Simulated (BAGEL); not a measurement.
**HF/3-21G (density fitting with qzvpp-jkfit) run of [B2N2H7]− (SMILES BN[BH2-]N)**

Aim: the vertical singlet–triplet gap of [B2N2H7]− at HF/3-21G (density fitting with qzvpp-jkfit), from 2 runs. 

Program for the calculation: BAGEL 1.2.2.

5 further runs of the same task are left out: 3 that didn't finish, 2 set aside as unsound or not needed.

### 1 The molecule

[B2N2H7]−: 11 atoms, total charge -1, spin state singlet. SMILES: `BN[BH2-]N`. Geometry: relaxed at GFN2-xTB. This is one conformer, not always the lowest.

Bond lengths: B1–N2 1.361 Å, N2–B3 1.567 Å, B3–N4 1.556 Å, B1–H5 1.204 Å, B1–H6 1.186 Å, N2–H7 1.013 Å, B3–H8 1.226 Å, B3–H9 1.209 Å, N4–H10 1.019 Å, N4–H11 1.017 Å. Some angles: B1–N2–B3 133.3°, N2–B3–N4 109.5°, B1–N2–H7 117.1°, B3–N2–H7 109.6°, N2–B1–H5 120.7°, N2–B1–H6 121.3°, N2–B3–H8 107.7°, N2–B3–H9 109.9°, N4–B3–H8 108.4°, N4–B3–H9 109.4°.

### 2 The energy at HF/3-21G (density fitting with qzvpp-jkfit)

Input file hf.json:

```json
{ "bagel" : [

{
  "title" : "molecule",
  "basis" : "3-21g",
  "df_basis" : "qzvpp-jkfit",
  "angstrom" : true,
  "geometry" : [
    { "atom" : "B", "xyz" : [      -0.979710,       1.555220,       0.061050 ] },
    { "atom" : "N", "xyz" : [       0.087510,       0.714510,       0.146320 ] },
    { "atom" : "B", "xyz" : [       0.241140,      -0.786240,       0.571090 ] },
    { "atom" : "N", "xyz" : [       0.712460,      -1.626900,      -0.650440 ] },
    { "atom" : "H", "xyz" : [      -0.845360,       2.681550,      -0.343300 ] },
    { "atom" : "H", "xyz" : [      -2.066230,       1.205010,       0.380920 ] },
    { "atom" : "H", "xyz" : [       0.987330,       1.078890,      -0.143850 ] },
    { "atom" : "H", "xyz" : [       1.107770,      -0.842480,       1.436810 ] },
    { "atom" : "H", "xyz" : [      -0.819360,      -1.212750,       0.965910 ] },
    { "atom" : "H", "xyz" : [       1.559760,      -1.215120,      -1.037700 ] },
    { "atom" : "H", "xyz" : [       0.014680,      -1.551690,      -1.386810 ] }
  ]
},

{ "title" : "hf", "charge" : -1 },

{ "title" : "print", "file" : "orbitals.molden", "orbitals" : true }

]}
```

Started as:

```console
$ BAGEL_NUM_THREADS=1 BAGEL hf.json > hf.out
```

What it wrote:

```text
* using 1 threads per process

  ===============================================================
  ===============================================================

  *** Geometry ***

  { "atom" : "B", "xyz" : [     -1.851384,      2.938940,      0.115368 ] },
  { "atom" : "N", "xyz" : [      0.165370,      1.350228,      0.276505 ] },
  { "atom" : "B", "xyz" : [      0.455689,     -1.485778,      1.079204 ] },
  { "atom" : "N", "xyz" : [      1.346354,     -3.074395,     -1.229153 ] },
  { "atom" : "H", "xyz" : [     -1.597499,      5.067395,     -0.648743 ] },
  { "atom" : "H", "xyz" : [     -3.904609,      2.277139,      0.719834 ] },
  { "atom" : "H", "xyz" : [      1.865783,      2.038807,     -0.271837 ] },
  { "atom" : "H", "xyz" : [      2.093382,     -1.592056,      2.715177 ] },
  { "atom" : "H", "xyz" : [     -1.548366,     -2.291765,      1.825305 ] },
  { "atom" : "H", "xyz" : [      2.947519,     -2.296244,     -1.960969 ] },
  { "atom" : "H", "xyz" : [      0.027741,     -2.932269,     -2.620691 ] },

  Number of auxiliary basis functions:      430

  Since a DF basis is specified, we compute 2- and 3-index integrals:
    o Being stored without compression. Storage requirement is 0.009 GB

  Number of basis functions:       50
  Number of electrons      :       31

    * METHOD: MOLECULE                             0.12

  *** RHF ***

  === Nuclear Repulsion ===
   106.3079031324

      * DIIS with orbital gradients will be used.

  === RHF iteration (3-21g) ===
      0       -161.28910163          0.03291313           0.02
      1       -161.44003644          0.01754895           0.02
      2       -161.49107005          0.00222447           0.02
      3       -161.49237833          0.00076814           0.02
      4       -161.49249757          0.00015292           0.02
      5       -161.49251114          0.00005626           0.02
      6       -161.49251297          0.00001702           0.02
      7       -161.49251318          0.00000406           0.02
      8       -161.49251319          0.00000101           0.02
      9       -161.49251319          0.00000049           0.02
     10       -161.49251319          0.00000012           0.02
     11       -161.49251319          0.00000003           0.02
     12       -161.49251319          0.00000001           0.02
    * SCF iteration converged.

    * Permanent dipole moment:
           (   -0.513940,    -0.913841,     1.124375) a.u.

    * METHOD: HF                                   0.36

    * METHOD: PRINT                                0.00

  ===============================================================
```

Run time: 0.64 s. Hardware: 1 thread of Arm Neoverse V2, shared host; peak memory 0.081 GiB.

### 3 The triplet at the same level

Input file calc.json:

```json
{ "bagel": [

{
  "title": "molecule",
  "basis": "3-21g",
  "df_basis": "qzvpp-jkfit",
  "angstrom": true,
  "geometry": [
    { "atom": "B", "xyz": [      -0.979710,       1.555220,       0.061050 ] },
    { "atom": "N", "xyz": [       0.087510,       0.714510,       0.146320 ] },
    { "atom": "B", "xyz": [       0.241140,      -0.786240,       0.571090 ] },
    { "atom": "N", "xyz": [       0.712460,      -1.626900,      -0.650440 ] },
    { "atom": "H", "xyz": [      -0.845360,       2.681550,      -0.343300 ] },
    { "atom": "H", "xyz": [      -2.066230,       1.205010,       0.380920 ] },
    { "atom": "H", "xyz": [       0.987330,       1.078890,      -0.143850 ] },
    { "atom": "H", "xyz": [       1.107770,      -0.842480,       1.436810 ] },
    { "atom": "H", "xyz": [      -0.819360,      -1.212750,       0.965910 ] },
    { "atom": "H", "xyz": [       1.559760,      -1.215120,      -1.037700 ] },
    { "atom": "H", "xyz": [       0.014680,      -1.551690,      -1.386810 ] }
  ]
},

{
  "title": "uhf",
  "charge": -1,
  "nopen": 2
},

{
  "title": "print",
  "file": "orbitals.molden",
  "orbitals": true
}

]}
```

Started as:

```console
$ BAGEL_NUM_THREADS=1 BAGEL calc.json > calc.out
```

What it wrote:

```text
* using 1 threads per process

  ===============================================================
  ===============================================================

  *** Geometry ***

  { "atom" : "B", "xyz" : [     -1.851384,      2.938940,      0.115368 ] },
  { "atom" : "N", "xyz" : [      0.165370,      1.350228,      0.276505 ] },
  { "atom" : "B", "xyz" : [      0.455689,     -1.485778,      1.079204 ] },
  { "atom" : "N", "xyz" : [      1.346354,     -3.074395,     -1.229153 ] },
  { "atom" : "H", "xyz" : [     -1.597499,      5.067395,     -0.648743 ] },
  { "atom" : "H", "xyz" : [     -3.904609,      2.277139,      0.719834 ] },
  { "atom" : "H", "xyz" : [      1.865783,      2.038807,     -0.271837 ] },
  { "atom" : "H", "xyz" : [      2.093382,     -1.592056,      2.715177 ] },
  { "atom" : "H", "xyz" : [     -1.548366,     -2.291765,      1.825305 ] },
  { "atom" : "H", "xyz" : [      2.947519,     -2.296244,     -1.960969 ] },
  { "atom" : "H", "xyz" : [      0.027741,     -2.932269,     -2.620691 ] },

  Number of auxiliary basis functions:      430

  Since a DF basis is specified, we compute 2- and 3-index integrals:
    o Being stored without compression. Storage requirement is 0.009 GB

  Number of basis functions:       50
  Number of electrons      :       31

    * METHOD: MOLECULE                             0.12

  *** Open-shell HF ***

  === Nuclear Repulsion ===
   106.3079031324

      * DIIS with orbital gradients will be used.

  === UHF iteration (3-21g) ===
      0       -160.99544165          0.06616210           0.04
      1       -161.18662707          0.04127242           0.05
      2       -161.25730438          0.02352095           0.05
      3       -161.29664490          0.00738378           0.05
      4       -161.31323371          0.00528285           0.05
      5       -161.32620695          0.00256910           0.05
      6       -161.32723990          0.00115897           0.05
      7       -161.32777177          0.00063738           0.05
      8       -161.32786320          0.00061710           0.05
      9       -161.32795687          0.00015108           0.05
     10       -161.32796742          0.00008251           0.05
     11       -161.32797140          0.00005016           0.05
     12       -161.32797303          0.00002089           0.05
     13       -161.32797332          0.00000865           0.05
     14       -161.32797338          0.00000301           0.05
     15       -161.32797339          0.00000110           0.05
     16       -161.32797339          0.00000041           0.05
     17       -161.32797339          0.00000019           0.05
     18       -161.32797339          0.00000012           0.05
     19       -161.32797339          0.00000007           0.05
     20       -161.32797339          0.00000003           0.05
     21       -161.32797339          0.00000002           0.05
     22       -161.32797339          0.00000001           0.05
     23       -161.32797339          0.00000001           0.05
    * SCF iteration converged.

    * S^2 (UHF) is 2.0208

    * Permanent dipole moment:
           (   -1.673163,     0.222304,     1.032183) a.u.

    * METHOD: UHF                                  1.18

    * METHOD: PRINT                                0.00

  ===============================================================
```

Wall time 1.5 s (1 thread of Arm Neoverse V2, shared host); peak memory 0.081 GiB.

### 4 What came out

Level: HF/3-21G (density fitting with qzvpp-jkfit).

| quantity | value |
| --- | --- |
| singlet: total energy | -161.49251 Eh |
| singlet: HOMO energy | -4.23 eV |
| singlet: LUMO energy | 9.66 eV |
| singlet: HOMO–LUMO gap (to an unbound level, set by the basis) | 13.89 eV |
| triplet: total energy | -161.32797 Eh |
| triplet: ⟨S²⟩ | 2.021 |
| vertical energy of the triplet above the singlet | 4.477 eV |

At this shape the triplet lies 4.48 eV (103 kcal/mol) above the singlet. For an anion a state so high probably lies above electron detachment.
